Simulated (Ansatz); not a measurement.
# SiOS: the band gap up the ladder of functionals

The task here is to estimate one member of a computed series from the others.

Program: Ansatz 0.2.0. PAW datasets, plane waves. Spin-unpolarised throughout. Whether this structure exists isn't addressed.

## The structure to begin with

The cell was relaxed beforehand with r2SCAN.

In-plane lattice: a = 2.934 Å, b = 2.934 Å, γ = 120.0°; thickness between the outer nuclei 2.50 Å. Si has 3 O at 1.97 Å and 3 S at 2.25 Å; O has 3 Si at 1.97 Å and 1 S at 2.50 Å; S has 3 Si at 2.25 Å and 1 O at 2.50 Å.

Structure file:

```cif
data_structure
_symmetry_space_group_name_H-M 'P 1'
_symmetry_Int_Tables_number 1
_cell_length_a 2.9345
_cell_length_b 2.9345
_cell_length_c 28.7492
_cell_angle_alpha 90.000
_cell_angle_beta 90.000
_cell_angle_gamma 120.000
_cell_volume 214.40
loop_
_atom_site_label
_atom_site_type_symbol
_atom_site_fract_x
_atom_site_fract_y
_atom_site_fract_z
_atom_site_occupancy
Si1 Si 0.33333 0.66667 0.31846 1
O1 O 0.66667 0.33333 0.35375 1
S1 S 0.66667 0.33333 0.26694 1
```
Two periodic directions, a and b.

The first run:

input.yaml

```yaml
crystal:
  lattice:
    - [2.9344772862, 0.0, 0.0]
    - [-1.4672386431, 2.5413318767, 0.0]
    - [0.0, 0.0, 28.7492293624]
  atoms:
    - { symbol: Si, position: [0.3333333333, 0.6666666667, 0.3184609592] }
    - { symbol: O, position: [0.6666666667, 0.3333333333, 0.353751845] }
    - { symbol: S, position: [0.6666666667, 0.3333333333, 0.2669428045] }
  periodic: [true, true, false]
kpoints:
  mp_grid: { grid: [12, 12, 1] }
  band_path:
    path:
      - [0, 0, 0]
      - [0.5, 0, 0]
      - [0.3333333333333, 0.3333333333333, 0]
      - [0, 0, 0]
    npoints: 10
hamiltonian:
  xc: pbe
scf:
  occupations: { method: fermi_dirac, width: 0.02 }
  n_extra_bands: 4
output:
  forces: true
  stress: true
  eigenvalues: true
```

The run is started by

```sh
ansatz run input.yaml --threads 4 --pin off --max-ram 5529MiB --backend cpu --events-out ev --progress --plain --runs-dir out
```

Steps of the session up to this table: PBE bands along the symmetry lines; Single point with r2SCAN; HSE06; PBE0 at the same geometry; LDA.

One table of the session follows, with a row left open; its other results are not shown here.

```
 level  gap (eV)
   PBE      0.00
r2SCAN         ?
 HSE06      0.70
   LDA      0.00
```

Estimate the missing values for r2SCAN.

As computed: gap (eV): 0.24. In the column «gap (eV)» it lies between LDA (0.00) and HSE06 (0.70).

Meshes: PBE 12×12×1, r2SCAN 12×12×1, HSE06 9×9×1, LDA 12×12×1

To keep in mind: Warnings in the runs' records: stress scf threshold loose, stress exchange threshold loose, little group invariance lost.
